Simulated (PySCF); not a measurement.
# UCCSDT/STO-6G run of SnH2F (SMILES [F][SnH2])

Aim: the vertical ionisation energy of SnH2F at UCCSDT/STO-6G, from 2 runs. The job is set up through a Python script.

The calculation is run with PySCF 2.14.0.

4 further runs of the same task are left out: 4 set aside as unsound or not needed.

## (1) The molecule

SnH2F: 4 atoms, total charge 0, spin state doublet. SMILES: `[F][SnH2]`. The shape is that of a PBE0-D4/def2-TZVP optimisation.

Bond lengths: F1–Sn2 1.932 Å, Sn2–H3 1.726 Å, Sn2–H4 1.726 Å. Angles: F1–Sn2–H3 103.3°, F1–Sn2–H4 103.3°, H3–Sn2–H4 113.3°.

## (2) The energy at UCCSDT/STO-6G

Input file job.py:

```python
from pyscf import gto, cc

mol = gto.M(
    atom='''
F     -2.933989    -0.359048     1.210748
Sn     0.053479    -0.457692    -0.884959
H      2.237625    -1.992527     0.990405
H      0.747765     2.695127    -1.354367
''',
    max_memory=1860,
    spin=1,
    unit='bohr',
    basis='sto-6g',
    verbose=3,
)

mf = mol.UHF()
mf.conv_tol = 1e-10
mf.kernel()
if not mf.converged:
    mf = mf.newton().run(mf.mo_coeff, mf.mo_occ)

mycc = cc.CCSDT(mf, frozen=19)
mycc.kernel()
energy = mycc.e_tot
print('E = %.10f Eh' % energy)
```

On the command line:

```sh
OMP_NUM_THREADS=1 python job.py
```

The program printed:

```text
converged SCF energy = -6094.42283852248  <S^2> = 0.75396311  2S+1 = 2.0039592
_make_eris_incore_UCCSDT

WARN: A large `blksize_v_aaa` is being used, which may cause large memory consumption
      for storing contraction intermediates. If memory is sufficient, consider using
      `pyscf.cc.uccsdt_highm.UCCSDT` instead.

WARN: A large `blksize_v_aab` is being used, which may cause large memory consumption
      for storing contraction intermediates. If memory is sufficient, consider using
      `pyscf.cc.uccsdt_highm.UCCSDT` instead.

UCCSDT converged
E(UCCSDT) = -6094.492403132701   E_corr = -0.0695646102199525
E_corr(same-spin) = -0.00545758719726048
E_corr(oppo-spin) = -0.064107023022692
E = -6094.4924031327 Eh
```

Wall time 9 s (1 thread of Arm Neoverse N1, shared host); peak memory 0.13 GiB.

## (3) The singlet cation

Input file run.py:

```python
from pyscf import gto, scf, cc

mol = gto.Mole()
mol.atom = '''
F   -1.552600  -0.190000   0.640700
Sn   0.028300  -0.242200  -0.468300
H    1.184100  -1.054400   0.524100
H    0.395700   1.426200  -0.716700
'''
mol.verbose = 4
mol.max_memory = 1860
mol.basis = 'sto-6g'
mol.charge = 1
mol.spin = 0
mol.build()

mf = scf.RHF(mol)
mf.conv_tol = 1e-10
mf.kernel()
if not mf.converged:
    mf = mf.newton().run(mf.mo_coeff, mf.mo_occ)

mycc = cc.CCSDT(mf, frozen=19)
mycc.kernel()
e_final = mycc.e_tot
print(f'total energy: {e_final:.8f} hartree')
```

On the command line:

```sh
OMP_NUM_THREADS=1 python run.py
```

The program printed:

```text
PySCF version 2.14.0

[INPUT] num. atoms = 4
[INPUT] num. electrons = 60
[INPUT] charge = 1
[INPUT] spin (= nelec alpha-beta = 2S) = 0
[INPUT] symmetry False subgroup None
[INPUT] Mole.unit = angstrom
[INPUT] Symbol           X                Y                Z      unit          X                Y                Z       unit  Magmom
[INPUT]  1 F     -1.552600000000  -0.190000000000   0.640700000000 AA   -2.933988781000  -0.359047963667   1.210747528009 Bohr   0.0
[INPUT]  2 Sn     0.028300000000  -0.242200000000  -0.468300000000 AA    0.053479249325  -0.457691667370  -0.884958744134 Bohr   0.0
[INPUT]  3 H      1.184100000000  -1.054400000000   0.524100000000 AA    2.237624704097  -1.992527225741   0.990405461885 Bohr   0.0
[INPUT]  4 H      0.395700000000   1.426200000000  -0.716700000000 AA    0.747764627490   2.695127398855  -1.354366713476 Bohr   0.0

[... 48 lines left out ...]
converged SCF energy = -6094.21107144583
[... 16 lines left out ...]
WARN: A large `blksize` is being used, which may cause large memory consumption
[... 12 lines left out ...]
Init t2, MP2 energy = -6094.278519104872  E_corr(MP2) -0.067447659038
[... 25 lines left out ...]
RCCSDT converged
[... 3 lines left out ...]
total energy: -6094.31628603 hartree
```

Wall time 6.3 s (1 thread of Arm Neoverse N1, shared host); peak memory 0.12 GiB.

## (4) What came out

At UCCSDT/STO-6G, 19 core orbitals frozen:

```
                                                                 quantity           value
                                              doublet SnH2F: total energy  -6094.49240 Eh
                      doublet SnH2F: dipole moment (Hartree–Fock density)          2.21 D
doublet SnH2F: HOMO energy (Hartree–Fock orbitals) (highest over α and β)        -6.02 eV
 doublet SnH2F: LUMO energy (Hartree–Fock orbitals) (lowest over α and β)         4.62 eV
              doublet SnH2F: correlation energy (19 core orbitals frozen)       -69.6 mEh
                         doublet SnH2F: ⟨S²⟩ of the reference determinant           0.754
                                             doublet SnH2F: T1 diagnostic           0.014
                                             singlet cation: total energy  -6094.31629 Eh
                      singlet cation: HOMO energy (Hartree–Fock orbitals)       -17.05 eV
                      singlet cation: LUMO energy (Hartree–Fock orbitals)        -5.43 eV
                    singlet cation: HOMO–LUMO gap (Hartree–Fock orbitals)        11.62 eV
             singlet cation: correlation energy (19 core orbitals frozen)      -105.2 mEh
                                            singlet cation: T1 diagnostic           0.042
                       vertical ionisation energy (to the singlet cation)        4.792 eV
```

Removing an electron at fixed nuclei costs 4.79 eV (111 kcal/mol). Only the singlet of the ionised species was computed; a triplet could lie lower. In a minimal basis such a difference can be off by several eV, whatever the method. Mulliken charges (doublet SnH2F) of the mean-field density run from -0.36 on F1 to +0.74 on Sn2. Relativity is left out (doublet SnH2F) although the molecule holds a heavy atom. The T1 diagnostic (singlet cation) of 0.042 is above the customary mark for such species, so a single reference may not serve.
